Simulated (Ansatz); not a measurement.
# HSZn: the cost of one run

Computed with Ansatz 0.2.0 through its Python package. Level of theory: r2SCAN/def2-SVP.

### Step 1. Starting point

Bond lengths: S1–Zn2 2.004 Å, S1–H3 1.417 Å. Angles: Zn2–S1–H3 127.0°.

No structure file is read: the coordinates are typed or built in the script.

### Step 2. The code

Input file run_scan.py:

```python
# -*- coding: utf-8 -*-
import logging
import sys

import ansatz as az
from ase import Atoms
import numpy as np

logging.basicConfig(stream=sys.stdout, format='%(name)s: %(message)s')
logger = logging.getLogger('hszn')
logger.setLevel(logging.INFO)

atoms = Atoms(['S', 'Zn', 'H'], positions=[
    (-0.351, 0.3583, -0.1616),
    (1.4029, 0.3385, 0.8073),
    (-1.0629, -0.7616, -0.659),
])
geometry = az.Crystal.molecule_from_ase(atoms)

symbols = [site.symbol for site in geometry.cartesian_sites]
start = np.array([site.position_ang for site in geometry.cartesian_sites])
axis = (start[1] - start[0]) / np.linalg.norm(start[1] - start[0])
moving = [1]
lengths, energies = [1.763, 1.844, 1.924, 2.004, 2.084, 2.164, 2.244, 2.365], []
for length in lengths:
    xyz = start.copy()
    xyz[moving] += (length - np.linalg.norm(start[1] - start[0])) * axis
    point = az.Crystal.molecule()
    for symbol, xyz in zip(symbols, xyz):
        point = point.atom(symbol, xyz.tolist())
    calculation = (
        point.calculation()
        .basis(gaussian='def2-SVP')
        .functional('r2SCAN')
        .spin('collinear', total=1)
    )
    data = calculation.run(threads=1).report
    energies.append(data['free_energy_ev'])
    logger.info(f'r = {length:6.3f} A  E = {energies[-1]:.5f} eV  <S^2> = {abs(data["mean_field"]["state"]["spin_squared"]):.3f}')

fit = np.polynomial.Polynomial.fit(lengths, np.array(energies) - min(energies), 4).convert()
roots = [r.real for r in fit.deriv().roots() if abs(r.imag) < 1e-9 and fit.deriv(2)(r.real) > 0]
r_e = min(roots, key=lambda r: abs(r - lengths[int(np.argmin(energies))]))
logger.info(f'minimum of the fit at {r_e:.4f} A, force constant {fit.deriv(2)(r_e):.2f} eV/A^2')
```

### Step 3. The calls as engine input

The engine receives this input (first run):

```yaml
crystal:
  periodic: [false, false, false]
  atoms:
    - { symbol: S, position_ang: [-0.351, 0.3583, -0.1616] }
    - { symbol: Zn, position_ang: [1.1921097602282904, 0.3408796378057357, 0.6908539863647817] }
    - { symbol: H, position_ang: [-1.0629, -0.7616, -0.659] }
basis:
  gaussian:
    orbitals: def2-SVP
hamiltonian:
  xc: r2scan
magnetization:
  spin_polarized: true
  initial_magnetization: 1.0
```

### Step 4. Running it

Command:

```sh
$ python run_scan.py
```

Q: Estimate wall time and peak memory on 1 thread of Arm Neoverse V2, shared host.

About 40 s, with a peak of 0.22 GiB.
